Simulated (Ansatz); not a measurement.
# ClFH3NSSi2: small, medium and large basis sets

An exercise on one series of results from a longer session: the logs are not shown, and one member is left open.

The runs use Ansatz 0.2.0, Gaussian basis; one geometry, several basis sets.

The runs, in order: PBE0-D4/def2-SVP; ωB97M-V/def2-SVP; PBE0-D4/def2-QZVPP; ωB97M-V/def2-QZVPP; the functionals' def2-TZVPP values are taken from earlier runs.

### The relaxed structure

All runs share one geometry, relaxed beforehand with PBE0-D4 in a triple-zeta def2 set.

SMILES `N[Si@@H]1S[Si@]1(F)Cl`, 9 atoms, charge 0, spin multiplicity 1.

Atoms are counted from 1 here; the program's logs count them from 0.

Bond lengths: N1–Si2 1.694 Å, N1–H7 1.006 Å, N1–H8 1.007 Å, Si2–S3 2.202 Å, Si2–Si4 2.225 Å, Si2–H9 1.478 Å, S3–Si4 2.106 Å, Si4–F5 1.589 Å, Si4–Cl6 2.040 Å. Angles: Si2–N1–H7 122.6°, Si2–N1–H8 121.3°, H7–N1–H8 112.7°, N1–Si2–S3 120.4°, N1–Si2–Si4 125.0°, N1–Si2–H9 107.6°, S3–Si2–Si4 56.8°, S3–Si2–H9 112.7°, Si4–Si2–H9 124.2°, Si2–S3–Si4 62.2°, Si2–Si4–S3 61.0°, Si2–Si4–F5 126.2°, Si2–Si4–Cl6 124.1°, S3–Si4–F5 116.2°, S3–Si4–Cl6 116.6°, F5–Si4–Cl6 105.4°.

Coordinates:

```
N     1.0719   -1.4414    0.5034
Si    0.7123    0.1912    0.2302
S    -0.9490    1.1606    1.3020
Si   -1.1189    0.9433   -0.7856
F    -1.2408    2.2880   -1.6231
Cl   -2.6258   -0.2541   -1.4602
H     0.3750   -2.1659    0.4574
H     1.8865   -1.7176    1.0262
H     1.9771    0.9497    0.3329
```

Set-up of the first run:

File in.yaml:

```yaml
crystal:
  periodic: [false, false, false]
  atoms:
    - {symbol: N, position_ang: [1.071918, -1.441417, 0.503385]}
    - {symbol: Si, position_ang: [0.712278, 0.191173, 0.230232]}
    - {symbol: S, position_ang: [-0.948983, 1.160632, 1.301975]}
    - {symbol: Si, position_ang: [-1.118865, 0.943338, -0.785601]}
    - {symbol: F, position_ang: [-1.240793, 2.288024, -1.623098]}
    - {symbol: Cl, position_ang: [-2.625761, -0.254116, -1.460193]}
    - {symbol: H, position_ang: [0.375024, -2.165867, 0.457362]}
    - {symbol: H, position_ang: [1.886509, -1.717639, 1.026151]}
    - {symbol: H, position_ang: [1.977072, 0.949673, 0.332887]}
basis:
  gaussian: {orbitals: def2-SVP}
hamiltonian: {xc: pbe0, dispersion: d4}
output: {orbitals: {seedname: orbitals}}
```

Command:

```sh
$ ansatz run in.yaml --threads 4 --pin off --events-out ev --progress --plain --max-ram 10444MiB
```

Steps of the session up to this table: PBE0-D4 in def2-SVP; ωB97M-V in def2-SVP; PBE0-D4 in def2-QZVPP; ωB97M-V in def2-QZVPP.

One table of the session follows, with a row left open; its other results are not shown here.

It belongs to the step «Density functionals: the series». 

```
functional       basis  HOMO (eV)
   PBE0-D4    def2-SVP      -7.01
   PBE0-D4  def2-TZVPP      -7.09
   PBE0-D4  def2-QZVPP      -7.13
   ωB97M-V    def2-SVP          ?
   ωB97M-V  def2-TZVPP      -9.07
   ωB97M-V  def2-QZVPP      -9.12
```

Estimate the missing values for ωB97M-V, def2-SVP.

**Answer.** HOMO (eV): -8.95. In the column «HOMO (eV)» it lies between ωB97M-V, def2-TZVPP (-9.07) and PBE0-D4, def2-QZVPP (-7.13).
